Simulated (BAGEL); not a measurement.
# SiSbH5 (SbH2(SiH3)): a chain of runs

We compute energy and gradient (RI-MP2/ANO-RCC-MB), then energy and forces (RI-MP2/ANO-RCC-VDZ), then energy and gradient (RI-MP2/ANO-RCC-VDZP), then energy and gradient (RI-MP2/ANO-RCC-VTZP) of SiSbH5 (SbH2(SiH3)). 

Program for the calculation: BAGEL 1.2.2.

1 further run of the same task is left out (set aside as unsound or not needed).

**1. Starting point**

The species is SiSbH5 (7 atoms), meant as a singlet with charge 0. As SMILES, `[H][Sb]([H])[SiH3]`. Geometry: a GFN2-xTB relaxation, a rough one for these elements and not checked as a minimum.

Bond lengths: Sb1–Si4 2.534 Å, Sb1–H2 1.692 Å, Sb1–H3 1.692 Å, Si4–H5 1.461 Å, Si4–H6 1.463 Å, Si4–H7 1.462 Å. Angles: Sb1–Si4–H5 116.5°, Sb1–Si4–H6 108.6°, Sb1–Si4–H7 109.3°, H2–Sb1–Si4 90.4°, H3–Sb1–Si4 90.9°, H5–Si4–H6 107.3°, H5–Si4–H7 107.4°, H6–Si4–H7 107.3°, H2–Sb1–H3 88.4°.

**2. Energy and gradient at RI-MP2/ANO-RCC-MB (DKH2, density fitting with AutoAux, property dipole) (run 1)**

mp2.json reads:

```json
{ "bagel": [

{
  "title": "molecule",
  "basis": "ano-rcc-mb.json",
  "df_basis": "ano-rcc-mb-autoaux.json",
  "angstrom": "true",
  "dkh": "true",
  "geometry": [
    { "atom": "Sb", "xyz": [    0.597850,    1.098380,    1.155690 ] },
    { "atom": "H", "xyz": [    1.971330,    1.047760,    0.168440 ] },
    { "atom": "H", "xyz": [   -0.060380,    2.246590,    0.101670 ] },
    { "atom": "Si", "xyz": [   -0.451710,   -0.784440,   -0.176280 ] },
    { "atom": "H", "xyz": [   -0.495060,   -0.611890,   -1.626310 ] },
    { "atom": "H", "xyz": [   -1.828920,   -0.967870,    0.281020 ] },
    { "atom": "H", "xyz": [    0.266890,   -2.028520,    0.095770 ] }
  ]
},
{
  "title": "force",
  "method": [
    { "title": "mp2", "ncore": 23 }
  ]
}

]}
```

The basis set ANO-RCC-MB is read from a file made from the Basis Set Exchange's data (not shown).

Run with:

```
$ BAGEL_NUM_THREADS=1 BAGEL mp2.json > mp2.out
```

Standard output:

```text
* using 1 threads per process

  ===============================================================
  ===============================================================

  *** Geometry ***

  { "atom" : "Sb", "xyz" : [      1.129773,      2.075637,      2.183938 ] },
  { "atom" : "H", "xyz" : [      3.725274,      1.979979,      0.318305 ] },
  { "atom" : "H", "xyz" : [     -0.114102,      4.245440,      0.192128 ] },
  { "atom" : "Si", "xyz" : [     -0.853608,     -1.482377,     -0.333121 ] },
  { "atom" : "H", "xyz" : [     -0.935528,     -1.156305,     -3.073280 ] },
  { "atom" : "H", "xyz" : [     -3.456158,     -1.829009,      0.531051 ] },
  { "atom" : "H", "xyz" : [      0.504349,     -3.833347,      0.180979 ] },

  Number of auxiliary basis functions:      611

  Since a DF basis is specified, we compute 2- and 3-index integrals:
    o Being stored without compression. Storage requirement is 0.008 GB

  Number of basis functions:       41
  Number of electrons      :       70

    * METHOD: MOLECULE                             0.56

  The gradients will be computed analytically.

  *** RHF ***

  === Nuclear Repulsion ===
   226.9337229187

      * DIIS with orbital gradients will be used.

  === RHF iteration (ano-rcc-mb.json) ===
      0      -6768.76135553          0.00261363           0.09
      1      -6768.76921606          0.00047836           0.08
      2      -6768.76951734          0.00010523           0.07
      3      -6768.76953412          0.00000957           0.08
      4      -6768.76953427          0.00000130           0.08
      5      -6768.76953427          0.00000022           0.08
      6      -6768.76953427          0.00000005           0.07
      7      -6768.76953427          0.00000001           0.07
    * SCF iteration converged.

    * Permanent dipole moment:
           (   -0.082935,    -0.138092,     0.122655) a.u.

  === DF-MP2 calculation ===

    * freezing 23 orbitals

      MP2 correlation energy:   -0.0669885381

    * Permanent dipole moment: MP2 unrelaxed
           (   -0.085586,    -0.142196,     0.127679) a.u.

  === Z-vector iteration ===

      0     0.00006130838496           0.01
      1     0.00001005281685           0.01
      2     0.00000162317885           0.01
      3     0.00000028029402           0.01
      4     0.00000004334412           0.01
      5     0.00000000468543           0.01

    * Permanent dipole moment: MP2 relaxed
           (   -0.087403,    -0.146952,     0.097697) a.u.

  * Nuclear energy gradient

    o Atom   0
        x         -0.0069505459
        y         -0.0140176181
        z         -0.0479591075
    o Atom   1
        x         -0.0259019489
        y          0.0013087779
        z          0.0133925420
    o Atom   2
        x          0.0132928352
        y         -0.0215231994
        z          0.0147127019
    o Atom   3
        x          0.0025877005
        y          0.0031321517
        z          0.0001299030
    o Atom   4
        x         -0.0002545394
        y         -0.0071646846
        z          0.0396416550
    o Atom   5
        x          0.0369364620
        y          0.0049600480
        z         -0.0121981648
    o Atom   6
        x         -0.0197099673
        y          0.0333045229
        z         -0.0077195267

    * METHOD: FORCE                                7.85

  ===============================================================
```

It took 9.3 s on 1 thread of AMD EPYC 7R43 (Zen 3), shared host; peak memory 0.18 GiB.

**3. Energy and gradient at RI-MP2/ANO-RCC-VDZ (DKH2, density fitting with AutoAux, property dipole) (run 2)**

job.json reads:

```json
{ "bagel" : [

{
  "title" : "molecule",
  "basis" : "ano-rcc-vdz.json",
  "df_basis" : "ano-rcc-vdz-autoaux.json",
  "angstrom" : true,
  "dkh" : true,
  "geometry" : [
    { "atom" : "Sb", "xyz" : [    0.597850,    1.098380,    1.155690 ] },
    { "atom" : "H", "xyz" : [    1.971330,    1.047760,    0.168440 ] },
    { "atom" : "H", "xyz" : [   -0.060380,    2.246590,    0.101670 ] },
    { "atom" : "Si", "xyz" : [   -0.451710,   -0.784440,   -0.176280 ] },
    { "atom" : "H", "xyz" : [   -0.495060,   -0.611890,   -1.626310 ] },
    { "atom" : "H", "xyz" : [   -1.828920,   -0.967870,    0.281020 ] },
    { "atom" : "H", "xyz" : [    0.266890,   -2.028520,    0.095770 ] }
  ]
},
{
  "title" : "force",
  "method" : [
    { "title" : "mp2", "ncore" : 23 }
  ]
}

]}
```

The basis set ANO-RCC-VDZ is read from a file made from the Basis Set Exchange's data (not shown).

Run with:

```
$ BAGEL_NUM_THREADS=1 BAGEL job.json > job.out
```

Standard output:

```text
* using 1 threads per process

  ===============================================================
  ===============================================================

  *** Geometry ***

  { "atom" : "Sb", "xyz" : [      1.129773,      2.075637,      2.183938 ] },
  { "atom" : "H", "xyz" : [      3.725274,      1.979979,      0.318305 ] },
  { "atom" : "H", "xyz" : [     -0.114102,      4.245440,      0.192128 ] },
  { "atom" : "Si", "xyz" : [     -0.853608,     -1.482377,     -0.333121 ] },
  { "atom" : "H", "xyz" : [     -0.935528,     -1.156305,     -3.073280 ] },
  { "atom" : "H", "xyz" : [     -3.456158,     -1.829009,      0.531051 ] },
  { "atom" : "H", "xyz" : [      0.504349,     -3.833347,      0.180979 ] },

  Number of auxiliary basis functions:      611

  Since a DF basis is specified, we compute 2- and 3-index integrals:
    o Being stored without compression. Storage requirement is 0.014 GB

  Number of basis functions:       54
  Number of electrons      :       70

    * METHOD: MOLECULE                             0.64

  The gradients will be computed analytically.

  *** RHF ***

  === Nuclear Repulsion ===
   226.9337229187

      * DIIS with orbital gradients will be used.

  === RHF iteration (ano-rcc-vdz.json) ===
      0      -6768.80481230          0.00870366           0.11
      1      -6768.83394036          0.00175510           0.11
      2      -6768.83550667          0.00024739           0.11
      3      -6768.83556006          0.00005524           0.11
      4      -6768.83556466          0.00001584           0.11
      5      -6768.83556503          0.00000271           0.12
      6      -6768.83556504          0.00000066           0.11
      7      -6768.83556504          0.00000014           0.10
      8      -6768.83556504          0.00000003           0.14
      9      -6768.83556504          0.00000001           0.16
    * SCF iteration converged.

    * Permanent dipole moment:
           (    0.022000,     0.032602,     0.057299) a.u.

  === DF-MP2 calculation ===

    * freezing 23 orbitals

      MP2 correlation energy:   -0.1084592650

    * Permanent dipole moment: MP2 unrelaxed
           (    0.017000,     0.023891,     0.050783) a.u.

  === Z-vector iteration ===

      0     0.00010480862683           0.02
      1     0.00002592648394           0.02
      2     0.00000543021533           0.02
      3     0.00000095743120           0.02
      4     0.00000020018316           0.02
      5     0.00000003337300           0.02
      6     0.00000000390199           0.02

    * Permanent dipole moment: MP2 relaxed
           (    0.001002,    -0.003785,     0.048404) a.u.

  * Nuclear energy gradient

    o Atom   0
        x         -0.0061123845
        y         -0.0107692501
        z         -0.0180096478
    o Atom   1
        x         -0.0123298844
        y          0.0009724098
        z          0.0037755785
    o Atom   2
        x          0.0068944234
        y         -0.0100573817
        z          0.0042734503
    o Atom   3
        x          0.0067147508
        y          0.0104309620
        z          0.0037601454
    o Atom   4
        x         -0.0013595391
        y         -0.0049801039
        z          0.0156496379
    o Atom   5
        x          0.0149561118
        y          0.0014129365
        z         -0.0054877220
    o Atom   6
        x         -0.0087634817
        y          0.0129904258
        z         -0.0039614396

    * METHOD: FORCE                                9.11

  ===============================================================
```

Run time: 11 s. Hardware: 1 thread of AMD EPYC 7R43 (Zen 3), shared host; peak memory 0.23 GiB.

**4. Energy and forces at RI-MP2/ANO-RCC-VDZP (DKH2, density fitting with AutoAux, property dipole) (run 3)**

input.json reads:

```json
{ "bagel": [

{
  "title": "molecule",
  "basis": "ano-rcc-vdzp.json",
  "df_basis": "ano-rcc-vdzp-autoaux.json",
  "angstrom": "true",
  "dkh": "true",
  "geometry": [
    { "atom": "Sb", "xyz": [    0.597850,    1.098380,    1.155690 ] },
    { "atom": "H", "xyz": [    1.971330,    1.047760,    0.168440 ] },
    { "atom": "H", "xyz": [   -0.060380,    2.246590,    0.101670 ] },
    { "atom": "Si", "xyz": [   -0.451710,   -0.784440,   -0.176280 ] },
    { "atom": "H", "xyz": [   -0.495060,   -0.611890,   -1.626310 ] },
    { "atom": "H", "xyz": [   -1.828920,   -0.967870,    0.281020 ] },
    { "atom": "H", "xyz": [    0.266890,   -2.028520,    0.095770 ] }
  ]
},
{
  "title": "force",
  "method": [
    { "title": "mp2", "ncore": 23 }
  ]
}

]}
```

The basis set ANO-RCC-VDZP is read from a file made from the Basis Set Exchange's data (not shown).

Run with:

```
$ BAGEL_NUM_THREADS=1 BAGEL input.json > input.out
```

Standard output:

```text
* using 1 threads per process

  ===============================================================
  ===============================================================

  *** Geometry ***

  { "atom" : "Sb", "xyz" : [      1.129773,      2.075637,      2.183938 ] },
  { "atom" : "H", "xyz" : [      3.725274,      1.979979,      0.318305 ] },
  { "atom" : "H", "xyz" : [     -0.114102,      4.245440,      0.192128 ] },
  { "atom" : "Si", "xyz" : [     -0.853608,     -1.482377,     -0.333121 ] },
  { "atom" : "H", "xyz" : [     -0.935528,     -1.156305,     -3.073280 ] },
  { "atom" : "H", "xyz" : [     -3.456158,     -1.829009,      0.531051 ] },
  { "atom" : "H", "xyz" : [      0.504349,     -3.833347,      0.180979 ] },

  Number of auxiliary basis functions:      926

  Since a DF basis is specified, we compute 2- and 3-index integrals:
    o Being stored without compression. Storage requirement is 0.055 GB

  Number of basis functions:       86
  Number of electrons      :       70

    * METHOD: MOLECULE                             2.09

  The gradients will be computed analytically.

  *** RHF ***

  === Nuclear Repulsion ===
   226.9337229187

      * DIIS with orbital gradients will be used.

  === RHF iteration (ano-rcc-vdzp.json) ===
      0      -6768.85759343          0.00899470           0.33
      1      -6768.91102658          0.00343433           0.32
      2      -6768.91800694          0.00103101           0.32
      3      -6768.91900328          0.00016651           0.32
      4      -6768.91903766          0.00007125           0.33
      5      -6768.91904131          0.00001219           0.32
      6      -6768.91904153          0.00000308           0.30
      7      -6768.91904154          0.00000080           0.30
      8      -6768.91904154          0.00000030           0.31
      9      -6768.91904154          0.00000010           0.30
     10      -6768.91904154          0.00000003           0.30
     11      -6768.91904154          0.00000001           0.28
     12      -6768.91904154          0.00000000           0.29
    * SCF iteration converged.

    * Permanent dipole moment:
           (    0.035654,     0.050272,    -0.020899) a.u.

  === DF-MP2 calculation ===

    * freezing 23 orbitals

      MP2 correlation energy:   -0.5485268727

    * Permanent dipole moment: MP2 unrelaxed
           (    0.032076,     0.044349,    -0.023381) a.u.

  === Z-vector iteration ===

      0     0.00017309977364           0.05
      1     0.00005554214880           0.05
      2     0.00001802667864           0.05
      3     0.00000389961787           0.05
      4     0.00000135548638           0.05
      5     0.00000029185601           0.05
      6     0.00000007513034           0.05
      7     0.00000002487252           0.05
      8     0.00000000696711           0.05

    * Permanent dipole moment: MP2 relaxed
           (    0.012887,     0.010362,    -0.066153) a.u.

  * Nuclear energy gradient

    o Atom   0
        x         -0.0034472617
        y         -0.0050172048
        z          0.0003950460
    o Atom   1
        x         -0.0017600133
        y          0.0009718611
        z         -0.0011671315
    o Atom   2
        x          0.0020436666
        y         -0.0009908777
        z         -0.0011973265
    o Atom   3
        x          0.0018796433
        y          0.0021668846
        z          0.0003828850
    o Atom   4
        x         -0.0015474890
        y         -0.0043231540
        z          0.0092056629
    o Atom   5
        x          0.0088789424
        y         -0.0000238476
        z         -0.0041915998
    o Atom   6
        x         -0.0060474922
        y          0.0072163369
        z         -0.0034275334

    * METHOD: FORCE                               25.46

  ===============================================================
```

It took 28 s on 1 thread of AMD EPYC 7R43 (Zen 3), shared host; peak memory 0.43 GiB.

**5. Energy and forces at RI-MP2/ANO-RCC-VTZP (DKH2, density fitting with AutoAux, property dipole) (run 4)**

Edit input.json of step 4 so:

```diff
@@ -4,6 +4,6 @@
   "title": "molecule",
-  "basis": "ano-rcc-vdzp.json",
-  "df_basis": "ano-rcc-vdzp-autoaux.json",
-  "angstrom": "true",
-  "dkh": "true",
+  "basis": "ano-rcc-vtzp.json",
+  "df_basis": "ano-rcc-vtzp-autoaux.json",
+  "angstrom": true,
+  "dkh": true,
   "geometry": [
@@ -21,3 +21,7 @@
   "method": [
-    { "title": "mp2", "ncore": 23 }
+    {
+      "title": "mp2",
+      "charge": 0,
+      "ncore": 23
+    }
   ]
```

The basis set ANO-RCC-VTZP is read from a file made from the Basis Set Exchange's data (not shown).

Run with:

```
$ BAGEL_NUM_THREADS=1 BAGEL input.json > input.out
```

Standard output:

```text
* using 1 threads per process

  ===============================================================
  ===============================================================

  *** Geometry ***

  { "atom" : "Sb", "xyz" : [      1.129773,      2.075637,      2.183938 ] },
  { "atom" : "H", "xyz" : [      3.725274,      1.979979,      0.318305 ] },
  { "atom" : "H", "xyz" : [     -0.114102,      4.245440,      0.192128 ] },
  { "atom" : "Si", "xyz" : [     -0.853608,     -1.482377,     -0.333121 ] },
  { "atom" : "H", "xyz" : [     -0.935528,     -1.156305,     -3.073280 ] },
  { "atom" : "H", "xyz" : [     -3.456158,     -1.829009,      0.531051 ] },
  { "atom" : "H", "xyz" : [      0.504349,     -3.833347,      0.180979 ] },

  Number of auxiliary basis functions:     1209

  Since a DF basis is specified, we compute 2- and 3-index integrals:
    o Being stored without compression. Storage requirement is 0.286 GB

  Number of basis functions:      172
  Number of electrons      :       70

    * METHOD: MOLECULE                             5.37

  The gradients will be computed analytically.

  *** RHF ***

  === Nuclear Repulsion ===
   226.9337229187

      * DIIS with orbital gradients will be used.

  === RHF iteration (ano-rcc-vtzp.json) ===
      0      -6768.74266686          0.01261251           1.14
      1      -6768.87864610          0.00719176           1.29
      2      -6768.92896494          0.00083428           1.18
      3      -6768.93077938          0.00018373           1.19
      4      -6768.93089314          0.00006284           1.31
      5      -6768.93090271          0.00001974           1.16
      6      -6768.93090367          0.00000473           1.23
      7      -6768.93090374          0.00000168           1.19
      8      -6768.93090375          0.00000062           1.33
      9      -6768.93090375          0.00000016           1.22
     10      -6768.93090375          0.00000004           1.21
     11      -6768.93090375          0.00000002           1.20
     12      -6768.93090375          0.00000001           1.32
    * SCF iteration converged.

    * Permanent dipole moment:
           (    0.012816,     0.011194,    -0.040261) a.u.

  === DF-MP2 calculation ===

    * freezing 23 orbitals

      MP2 correlation energy:   -0.7138749317

    * Permanent dipole moment: MP2 unrelaxed
           (    0.010404,     0.007317,    -0.040388) a.u.

  === Z-vector iteration ===

      0     0.00019537828965           0.41
      1     0.00007203140151           0.30
      2     0.00001765809152           0.30
      3     0.00000375314977           0.29
      4     0.00000113018087           0.30
      5     0.00000031997443           0.30
      6     0.00000007666281           0.29
      7     0.00000002067854           0.30
      8     0.00000000855003           0.30

    * Permanent dipole moment: MP2 relaxed
           (   -0.001127,    -0.013698,    -0.089718) a.u.

  * Nuclear energy gradient

    o Atom   0
        x         -0.0032632401
        y         -0.0045167073
        z          0.0043566404
    o Atom   1
        x          0.0004746149
        y          0.0011118665
        z         -0.0023969799
    o Atom   2
        x          0.0011300806
        y          0.0009795862
        z         -0.0025250774
    o Atom   3
        x          0.0019120509
        y          0.0023867881
        z          0.0006762020
    o Atom   4
        x         -0.0015870047
        y         -0.0038120597
        z          0.0057424915
    o Atom   5
        x          0.0057159492
        y         -0.0004826164
        z         -0.0031168201
    o Atom   6
        x         -0.0043824545
        y          0.0043331411
        z         -0.0027364537

    * METHOD: FORCE                               71.37

  ===============================================================
```

It took 77 s on 1 thread of AMD EPYC 7R43 (Zen 3), shared host; peak memory 1.4 GiB.

**6. Overview of the runs**

```tsv
run	level	energy (Eh)	dipole moment (D)	correlation energy (mEh)	largest force (eV/Å)	wall time
1	RI-MP2/ANO-RCC-MB (DKH2, density fitting with AutoAux, property dipole)	-6768.836523	0.50	-67.0	2.594	9.3 s
2	RI-MP2/ANO-RCC-VDZ (DKH2, density fitting with AutoAux, property dipole)	-6768.944024	0.12	-108.5	1.124	11 s
3	RI-MP2/ANO-RCC-VDZP (DKH2, density fitting with AutoAux, property dipole)	-6769.467568	0.17	-548.5	0.529	28 s
4	RI-MP2/ANO-RCC-VTZP (DKH2, density fitting with AutoAux, property dipole)	-6769.644779	0.23	-713.9	0.364	77 s
```

Convergence of the total energy of singlet SiSbH5 with the basis set, against the last point:

```tsv
basis set	from the last (mEh)	wall time
ANO-RCC-MB	+808.256	9.3 s
ANO-RCC-VDZ	+700.754	11 s
ANO-RCC-VDZP	+177.210	28 s
ANO-RCC-VTZP	+0.000	77 s
```

Convergence of the dipole moment (of the density that the program reports) of singlet SiSbH5 with the basis set, against the last point:

```tsv
basis set	from the last (D)	wall time
ANO-RCC-MB	+0.2698	9.3 s
ANO-RCC-VDZ	-0.1073	11 s
ANO-RCC-VDZP	-0.0574	28 s
ANO-RCC-VTZP	+0.0000	77 s
```

**7. Results**

```
                                                                           quantity           value
                                           run 4, RI-MP2/ANO-RCC-VTZP: total energy  -6769.64478 Eh
run 4, RI-MP2/ANO-RCC-VTZP: dipole moment (of the density that the program reports)          0.23 D
           run 4, RI-MP2/ANO-RCC-VTZP: correlation energy (23 core orbitals frozen)      -713.9 mEh
                               run 4, RI-MP2/ANO-RCC-VTZP: largest force on an atom      0.364 eV/Å
```

In words: The dipole moment (its size) runs from 0.12 D (RI-MP2/ANO-RCC-VDZ) to 0.50 D (RI-MP2/ANO-RCC-MB). In run 1 the basis is minimal, so the values are rough. All runs together took 2.1 min, the longest 77 s.
